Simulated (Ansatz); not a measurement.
# CH₃F₃OSi: up Jacob's ladder to CCSD(T)

How much do the methods differ for CH₃F₃OSi? The plan is to run it at one geometry with functionals of several rungs and with coupled cluster, and see how far each lands from CCSD(T) at the basis-set limit for the atomisation energy.

Method: functionals in def2-TZVPP, the program's frozen cores in correlated methods; program: Ansatz 0.2.0, Gaussian basis.

Plan: PBE-D4, r2SCAN-D4, PBE0-D4, B3LYP-D4, ωB97X-V, ωB97M-V, B2PLYP; CCSD(T)/def2-TZVPP; MP2/def2-QZVPP; extrapolation to the limit.

### Step 1. The relaxed structure

An earlier PBE0-D4 in a triple-zeta def2 set relaxation fixed the geometry.

9 atoms, charge 0, spin multiplicity 1.

Atoms are counted from 1 here; the program's logs count them from 0.

Bond lengths: O1–C2 1.376 Å, O1–H7 0.963 Å, C2–F3 1.396 Å, C2–Si4 1.896 Å, C2–H8 1.098 Å, Si4–F5 1.585 Å, Si4–F6 1.584 Å, Si4–H9 1.472 Å. Angles: C2–O1–H7 110.1°, O1–C2–F3 110.4°, O1–C2–Si4 107.7°, O1–C2–H8 112.3°, F3–C2–Si4 107.9°, F3–C2–H8 105.4°, Si4–C2–H8 113.1°, C2–Si4–F5 108.2°, C2–Si4–F6 108.0°, C2–Si4–H9 113.5°, F5–Si4–F6 107.5°, F5–Si4–H9 109.8°, F6–Si4–H9 109.7°.

### Step 2. PBE-D4 (GGA)

Input file in.yaml:

```yaml
crystal:
  periodic: [false, false, false]
  atoms:
    - {symbol: O, position_ang: [0.996525, -1.274650, -0.282986]}
    - {symbol: C, position_ang: [0.413453, -0.326906, 0.525781]}
    - {symbol: F, position_ang: [1.386177, 0.513947, 1.069336]}
    - {symbol: Si, position_ang: [-0.729682, 0.729453, -0.556221]}
    - {symbol: F, position_ang: [-1.938247, -0.177599, -1.033873]}
    - {symbol: F, position_ang: [-1.329938, 1.884670, 0.346110]}
    - {symbol: H, position_ang: [1.445838, -1.936331, 0.253087]}
    - {symbol: H, position_ang: [-0.101299, -0.773550, 1.387162]}
    - {symbol: H, position_ang: [-0.054126, 1.314666, -1.725497]}
basis:
  gaussian: {orbitals: def2-TZVPP}
hamiltonian: {xc: pbe, dispersion: d4}
output: {forces: true, orbitals: {seedname: orbitals}}
```

The run is started by

```console
$ ansatz run in.yaml --threads 4 --pin off --events-out ev --progress --plain --max-ram 10444MiB
```

Further steps of the session: r2SCAN-D4 (meta-GGA); PBE0-D4 (hybrid); B3LYP-D4 (hybrid); ωB97X-V (range-separated); ωB97M-V (range-separated); B2PLYP (double hybrid); CCSD(T) in def2-TZVPP; MP2 in def2-QZVPP.

Before running them: what should the planned runs give, taken together? Wanted: atomisation energy, CCSD(T)/CBS; farthest; mean size of error, hybrid; mean size of error, range-separated; gap, smallest and largest; T1 diagnostic; triples share of the correlation energy.

The runs gave:

```
                               quantity                                 value
        atomisation energy, CCSD(T)/CBS                         3582.1 kJ/mol
 functionals within 17.9 kJ/mol (0.5 %)           r2SCAN-D4, ωB97X-V, ωB97M-V
                               farthest                 PBE-D4 (+64.1 kJ/mol)
             mean size of error, hybrid                           43.4 kJ/mol
    mean size of error, range-separated                            6.3 kJ/mol
              gap, smallest and largest  6.58 eV (PBE-D4), 13.55 eV (ωB97X-V)
                          T1 diagnostic                                0.0122
triples share of the correlation energy                                 3.1 %
```

What this shows: PBE-D4 is off by +64.1 kJ/mol. Double hybrids carry the basis error of their MP2 part in triple zeta, and no dispersion term here, so their miss is partly the set-up's. Misses under about 17.9 kJ/mol are within the doubt on the reference itself, which lacks core-valence correlation, relativity and higher excitations. Hartree-Fock recovers 71 % of the binding; the rest is correlation. The gap grows from 6.6 to 13.5 eV across the functionals, mostly with the share of exact exchange.
